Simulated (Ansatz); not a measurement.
Write a Python script for the Ansatz DFT code, driven from Python that makes an active-space calculation of BBrH₄Si, SMILES [SiH3]BBr. Level of theory: SC-NEVPT2, def2-SVP basis, multiplicity 1.

```yaml
atoms:
  - { symbol: Si, position_ang: [-0.6260, 0.4291, -0.2268] }
  - { symbol: B, position_ang: [0.8178, -0.5162, 0.5007] }
  - { symbol: Br, position_ang: [1.7652, -1.8394, -0.6438] }
  - { symbol: H, position_ang: [-1.6442, -0.4587, -0.6692] }
  - { symbol: H, position_ang: [-0.2153, 1.2499, -1.4137] }
  - { symbol: H, position_ang: [-1.2180, 1.3952, 0.7834] }
  - { symbol: H, position_ang: [1.1817, -0.3280, 1.6236] }
```

`bbrh4si_cas.py`:
```python
"""Active-space calculation on BBrH4Si."""

import warnings

import ansatz as az


def main() -> None:
    warnings.simplefilter("ignore", az.DeckWarning)

    geometry = (
        az.Crystal.molecule()
        .atom("Si", (-0.626, 0.4291, -0.2268))
        .atom("B", (0.8178, -0.5162, 0.5007))
        .atom("Br", (1.7652, -1.8394, -0.6438))
        .atom("H", (-1.6442, -0.4587, -0.6692))
        .atom("H", (-0.2153, 1.2499, -1.4137))
        .atom("H", (-1.218, 1.3952, 0.7834))
        .atom("H", (1.1817, -0.328, 1.6236))
    )

    calc = (
        geometry.calculation()
        .basis(gaussian="def2-SVP")
        .correlation(active_electrons=6, active_orbitals=7)
    )
    for method in ["sc_nevpt2"]:
        report = (calc if method is None else calc.correlation(method)).run().report
        space = report["configurations"]
        state = space["states"][0]
        print(method or "casscf", f"total {report['free_energy_ev'] / 27.211386246:.6f} Ha, active-space state {state['energy']['hartree']:.6f} Ha, mean field {report['reference_energy_ev'] / 27.211386246:.6f} Ha")
        print("  determinants", state["n_determinants"], " natural occupations", [round(n, 3) for n in space["natural_occupations"]])
    print("effectively unpaired electrons, sum of min(n, 2 - n):", round(sum(min(n, 2 - n) for n in space["natural_occupations"]), 3))


if __name__ == "__main__":
    main()
```

```console
$ python bbrh4si_cas.py
Warning: the results are in doubt because another end's mean lies 0.273 eV lower, and its corrected mean 0.020 eV higher
RunWarning: the results are in doubt because another end's mean lies 0.273 eV lower, and its corrected mean 0.020 eV higher
sc_nevpt2 total -2888.343414 Ha, active-space state -2887.982721 Ha, mean field -2887.929366 Ha
  determinants 1225  natural occupations [1.983, 1.977, 1.969, 0.027, 0.021, 0.017, 0.007]
effectively unpaired electrons, sum of min(n, 2 - n): 0.144
```
(Warnings from the package without file and line.)

Notes:
- Total energies depend on the basis set; only differences at equal settings carry meaning.
- The geometry is a force-field or estimated start, not a minimum of this method, and the basis set is short of its limit. The active space starts as a window about the frontier orbitals and is then optimised, not chosen by chemistry.
- A lower CASSCF solution was found and passed over, so the printed active-space state isn't the lowest.
- The script silences the warnings on its input, which a real study should read.
- Finished in 28 s on 1 thread of AMD EPYC 9R45 (Zen 5) (shared host), peak memory 0.3 GiB.

(Lines on the test bed's own set-up are left out of the output.)
